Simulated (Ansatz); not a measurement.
**C₂H₆F₂OSi₂: up Jacob's ladder to CCSD(T)**

An exercise on one series of results from a longer session: the logs are not shown, and one member is left open.

Method: functionals in def2-TZVPP, the program's frozen cores in correlated methods; program: Ansatz 0.2.0, Gaussian basis.

The runs, in order: PBE-D4, r2SCAN-D4, PBE0-D4, B3LYP-D4, ωB97X-V, ωB97M-V, B2PLYP; CCSD(T)/def2-TZVPP; MP2/def2-QZVPP; extrapolation to the limit.

### Structure used throughout

An earlier PBE0-D4 in a triple-zeta def2 set relaxation fixed the geometry.

13 atoms, charge 0, spin multiplicity 1.

Atoms are counted from 1 here; the program's logs count them from 0.

Bond lengths: C1–C2 1.330 Å, C1–H8 1.086 Å, C1–H9 1.086 Å, C2–Si3 1.849 Å, C2–H10 1.090 Å, Si3–O4 1.647 Å, Si3–H11 1.486 Å, Si3–H12 1.484 Å, O4–Si5 1.597 Å, Si5–F6 1.584 Å, Si5–F7 1.582 Å, Si5–H13 1.464 Å. Angles: C2–C1–H8 122.1°, C2–C1–H9 121.9°, H8–C1–H9 116.0°, C1–C2–Si3 124.1°, C1–C2–H10 118.3°, Si3–C2–H10 117.6°, C2–Si3–O4 110.0°, C2–Si3–H11 110.7°, C2–Si3–H12 111.1°, O4–Si3–H11 109.0°, O4–Si3–H12 107.2°, H11–Si3–H12 108.8°, Si3–O4–Si5 153.6°, O4–Si5–F6 109.6°, O4–Si5–F7 110.5°, O4–Si5–H13 111.6°, F6–Si5–F7 106.6°, F6–Si5–H13 109.0° and more.

Coordinates:

```mol
C2H6F2OSi2
  3D, bonds by distance, orders not assigned

 13 12  0  0  0  0  0  0  0  0999 V2000
    1.6003    1.2678    0.2985 C   0  0
    0.3681    1.7540    0.4185 C   0  0
   -1.1636    0.8232   -0.0369 Si  0  0
   -0.7671   -0.6721   -0.6032 O   0  0
   -0.2958   -2.1881   -0.4313 Si  0  0
    1.2867   -2.2582   -0.4540 F   0  0
   -0.7530   -2.7538    0.9738 F   0  0
    1.7925    0.2706   -0.0860 H   0  0
    2.4754    1.8458    0.5811 H   0  0
    0.2479    2.7634    0.8121 H   0  0
   -2.0570    0.6723    1.1406 H   0  0
   -1.9086    1.5170   -1.1169 H   0  0
   -0.8258   -3.0417   -1.4963 H   0  0
  1  2  8  0
  2  3  8  0
  3  4  8  0
  4  5  8  0
  5  6  8  0
  5  7  8  0
  1  8  8  0
  1  9  8  0
  2 10  8  0
  3 11  8  0
  3 12  8  0
  5 13  8  0
M  END
```

The first run:

The input, in.yaml:

```yaml
crystal:
  periodic: [false, false, false]
  atoms:
    - {symbol: C, position_ang: [1.600297, 1.267764, 0.298521]}
    - {symbol: C, position_ang: [0.368129, 1.754039, 0.418544]}
    - {symbol: Si, position_ang: [-1.163580, 0.823163, -0.036923]}
    - {symbol: O, position_ang: [-0.767125, -0.672066, -0.603205]}
    - {symbol: Si, position_ang: [-0.295835, -2.188131, -0.431303]}
    - {symbol: F, position_ang: [1.286689, -2.258246, -0.454044]}
    - {symbol: F, position_ang: [-0.753039, -2.753830, 0.973848]}
    - {symbol: H, position_ang: [1.792548, 0.270573, -0.086021]}
    - {symbol: H, position_ang: [2.475444, 1.845753, 0.581077]}
    - {symbol: H, position_ang: [0.247881, 2.763423, 0.812067]}
    - {symbol: H, position_ang: [-2.057004, 0.672286, 1.140589]}
    - {symbol: H, position_ang: [-1.908571, 1.516998, -1.116854]}
    - {symbol: H, position_ang: [-0.825834, -3.041715, -1.496304]}
basis:
  gaussian: {orbitals: def2-TZVPP}
hamiltonian: {xc: pbe, dispersion: d4}
output: {forces: true, orbitals: {seedname: orbitals}}
```

On the command line:

```console
$ ansatz run in.yaml --threads 2 --pin off --events-out ev --progress --plain --max-ram 22528MiB --backend cuda --devices 0, --max-vram 18GiB
```

Among the steps run: PBE-D4 (GGA); r2SCAN-D4 (meta-GGA); PBE0-D4 (hybrid); B3LYP-D4 (hybrid); ωB97X-V (range-separated); ωB97M-V (range-separated); B2PLYP (double hybrid); CCSD(T) in def2-TZVPP; MP2 in def2-QZVPP.

One table of the session follows, with a row left open; its other results are not shown here.

It belongs to the step «Atomisation energies». 

```
            method  atomisation energy (kJ/mol)
            PBE-D4                       5383.8
         r2SCAN-D4                       5347.3
           PBE0-D4                       5296.1
          B3LYP-D4                       5322.1
           ωB97X-V                       5350.7
           ωB97M-V                       5350.6
            B2PLYP                       5287.8
     HF/def2-TZVPP                       4024.3
    MP2/def2-TZVPP                       5342.1
   CCSD/def2-TZVPP                       5142.4
CCSD(T)/def2-TZVPP                            ?
           MP2/CBS                       5490.3
       CCSD(T)/CBS                       5363.0
```

Estimate the missing values for CCSD(T)/def2-TZVPP.

**Answer.** atomisation energy (kJ/mol): 5214.8. In the column «atomisation energy (kJ/mol)» it lies between CCSD/def2-TZVPP (5142.4) and B2PLYP (5287.8).

Limits of these values: Free atoms (2 C, 2 Si, 1 O, 2 F, 6 H) were run apart at each level; the atomisation energy is their sum less the molecule, without zero-point or spin-orbit terms.
